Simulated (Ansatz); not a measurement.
# C2H5AlCl2: the cost of one run

Method: RKS PBE-D4/6-31G, in Ansatz 0.2.0.

## (1) The starting structure

Bond lengths: Al1–C2 1.995 Å, C2–C3 1.543 Å, C3–Cl4 1.778 Å, C3–Cl5 1.753 Å, Al1–H6 1.655 Å, Al1–H7 1.576 Å, C2–H8 1.130 Å, C2–H9 1.101 Å, C3–H10 1.137 Å. Angles (14 of 15 angles, heavy atoms first): Al1–C2–C3 114.2°, C2–C3–Cl4 109.6°, C2–C3–Cl5 112.5°, Cl4–C3–Cl5 111.3°, Al1–C2–H8 103.6°, Al1–C2–H9 107.5°, C3–C2–H8 109.3°, C3–C2–H9 111.0°, C2–Al1–H6 118.6°, C2–Al1–H7 122.4°, C2–C3–H10 106.9°, Cl4–C3–H10 105.9°, Cl5–C3–H10 110.2°, H8–C2–H9 111.1°.

As a file:

```xyz
10

Al    0.1947    0.6274    1.6216
C    -0.0440   -0.6794    0.1334
C    -0.0254   -0.0456   -1.2728
Cl    0.1993   -1.3164   -2.4962
Cl   -1.4600    0.9069   -1.5997
H     0.2976    2.2375    1.2533
H     0.1647    0.1967    3.1372
H     0.8425   -1.3720    0.2423
H    -0.9885   -1.2150    0.3128
H     0.9021    0.6089   -1.3289
```

## (2) End point A

Contents of input.yaml:

```yaml
crystal:
  periodic: [false, false, false]
  atoms:
    - { symbol: Al, position_ang: [0.1947, 0.6274, 1.6216] }
    - { symbol: C, position_ang: [-0.044, -0.6794, 0.1334] }
    - { symbol: C, position_ang: [-0.0254, -0.0456, -1.2728] }
    - { symbol: Cl, position_ang: [0.1993, -1.3164, -2.4962] }
    - { symbol: Cl, position_ang: [-1.46, 0.9069, -1.5997] }
    - { symbol: H, position_ang: [0.2976, 2.2375, 1.2533] }
    - { symbol: H, position_ang: [0.1647, 0.1967, 3.1372] }
    - { symbol: H, position_ang: [0.8425, -1.372, 0.2423] }
    - { symbol: H, position_ang: [-0.9885, -1.215, 0.3128] }
    - { symbol: H, position_ang: [0.9021, 0.6089, -1.3289] }
basis:
  gaussian: { orbitals: "6-31G" }
hamiltonian:
  xc: pbe
  dispersion: d4
relax:
  f_tol: 0.015
  max_steps: 40
output:
  orbitals: {}
```

Run with:

```console
> ansatz run input.yaml --threads 1 --pin off --max-ram 2048MiB --backend cpu --events-out ev --progress --plain --runs-dir out
```

Q: Estimate wall time and peak memory on 1 thread of AMD EPYC 9R45 (Zen 5), shared host.

About 33 s, with a peak of 0.16 GiB.
